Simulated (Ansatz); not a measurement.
# BCl2F (dichlorofluoroborane): CCSDTQ/STO-3G

Aim: the energy change on altering one bond length of BCl2F (dichlorofluoroborane) at CCSDTQ/STO-3G, from 2 runs. 

Program for the calculation: Ansatz 0.2.0.

67 further runs of the same task are left out: 4 that didn't finish, 63 set aside as unsound or not needed.

## 1. The structure to begin with

BCl2F has 4 atoms, charge 0, and is taken as a singlet. As SMILES, `FB(Cl)Cl`. Geometry: relaxed at PBE0-D4/def2-TZVP.

Bond lengths: F1–B2 1.310 Å, B2–Cl3 1.739 Å, B2–Cl4 1.739 Å. Angles: F1–B2–Cl3 119.3°, F1–B2–Cl4 119.3°, Cl3–B2–Cl4 121.5°.

## 2. The energy at CCSDTQ/STO-3G

Contents of job.yaml:

```yaml
crystal:
  periodic: [false, false, false]
  atoms:
    - {symbol: F, position_ang: [0.114370, -1.165320, -0.781190]}
    - {symbol: B, position_ang: [0.007910, -0.080610, -0.054040]}
    - {symbol: Cl, position_ang: [-1.549540, 0.373780, 0.571420]}
    - {symbol: Cl, position_ang: [1.427260, 0.872140, 0.263810]}
basis:
  gaussian: {orbitals: STO-3G}
correlation: {method: ccsdtq, frozen_orbitals: {B: 1, Cl: 5, F: 1}}
accuracy: high
scf: {omitted_lower_state_checks: [cluster_reference, increment]}
```

The run is started by

```bash
$ ansatz run job.yaml --threads 1 --pin off --max-ram 3480MiB --events-out events.jsonl --progress --plain --runs-dir runs
```

The log of the run, shortened:

```text
Warning: RAYON_NUM_THREADS=1 ignored (pool sized by the plan → 1); use --threads N
Functional definition: HF
  name "HF"
[...]
522 factors; integrals over basis functions are off by at most 3.1e-8 eV
[...]
mean field -28074.36482939 eV, -1031.7138779922 hartree, gradient 1.0e-8 eV, S^2 0.000000; 0 other end points of the search recorded, 0 dependent functions left out
12 core orbitals not correlated: weight in the atoms' cores, before any rotation towards them, 1.000 or more for the frozen orbitals, at most 0.000 for the correlated occupied ones
reference -28074.36482939 eV, -1031.7138779922 hartree; 12, 12 occupied and 4, 4 virtual orbitals, 522 factors
second order -2.09094324 eV of doubles, -0.00000000 eV of singles
cycle   1  -2.19468538 eV  change   -1.0e-1 eV  update   9.0e-2
[...]
cycle  23  -2.56695388 eV  change   -1.0e-9 eV  update  9.4e-10
Total energy: -28076.93178327 eV, -1031.8082118073 hartree
Checks for a lower state left out: cluster_reference, increment
```

It took 39 s on 1 thread of Arm Neoverse V1, shared host; peak memory 1.1 GiB.

## 3. The distorted shape at the same level

Contents of input.yaml:

```yaml
crystal:
  periodic: [false, false, false]
  atoms:
    - {symbol: F, position_ang: [0.140987, -1.436518, -0.962991]}
    - {symbol: B, position_ang: [0.007910, -0.080610, -0.054040]}
    - {symbol: Cl, position_ang: [-1.549540, 0.373780, 0.571420]}
    - {symbol: Cl, position_ang: [1.427260, 0.872140, 0.263810]}
basis:
  gaussian:
    orbitals: STO-3G
correlation:
  method: ccsdtq
  frozen_orbitals: {B: 1, Cl: 5, F: 1}
accuracy: high
scf:
  omitted_lower_state_checks: [cluster_reference, increment]
```

The run is started by

```bash
$ ansatz run input.yaml --threads 1 --pin off --max-ram 3480MiB --events-out events.jsonl --progress --plain --runs-dir runs
```

The log of the run, shortened:

```text
Warning: RAYON_NUM_THREADS=1 ignored (pool sized by the plan → 1); use --threads N
[... 2 set-up lines as earlier in the session ...]
[...]
520 factors; integrals over basis functions are off by at most 3.8e-8 eV
[...]
mean field -28072.25060531 eV, -1031.6361816901 hartree, gradient 2.3e-8 eV, S^2 0.000000; 0 other end points of the search recorded, 0 dependent functions left out
12 core orbitals not correlated: weight in the atoms' cores, before any rotation towards them, 1.000 or more for the frozen orbitals, at most 0.000 for the correlated occupied ones
reference -28072.25060531 eV, -1031.6361816901 hartree; 12, 12 occupied and 4, 4 virtual orbitals, 520 factors
second order -2.26597487 eV of doubles, -0.00000000 eV of singles
cycle   1  -2.47873266 eV  change   -2.1e-1 eV  update   1.1e-1
[...]
cycle  28  -2.99351352 eV  change  -9.3e-10 eV  update   1.7e-9
Total energy: -28075.24411883 eV, -1031.7461912829 hartree
Checks for a lower state left out: cluster_reference, increment
```

It took 42 s on 1 thread of Arm Neoverse V1, shared host; peak memory 1.1 GiB.

## 4. What came out

Level: CCSDTQ/STO-3G, 12 core orbitals frozen.

```
                                                         quantity           value
                                        first shape: total energy  -1031.80821 Eh
        first shape: correlation energy (12 core orbitals frozen)       -94.3 mEh
                                       first shape: T1 diagnostic           0.013
                                    distorted shape: total energy  -1031.74619 Eh
    distorted shape: correlation energy (12 core orbitals frozen)      -110.0 mEh
                                   distorted shape: T1 diagnostic           0.019
energy change with the F1–B2 bond stretched from 1.310 to 1.638 Å        1.688 eV
```

With the F1–B2 bond stretched from 1.310 to 1.638 Å the energy rises by 1.69 eV (163 kJ/mol). The first shape isn't relaxed at this level, so the change isn't measured from a minimum. The minimal basis adds a large error of its own.
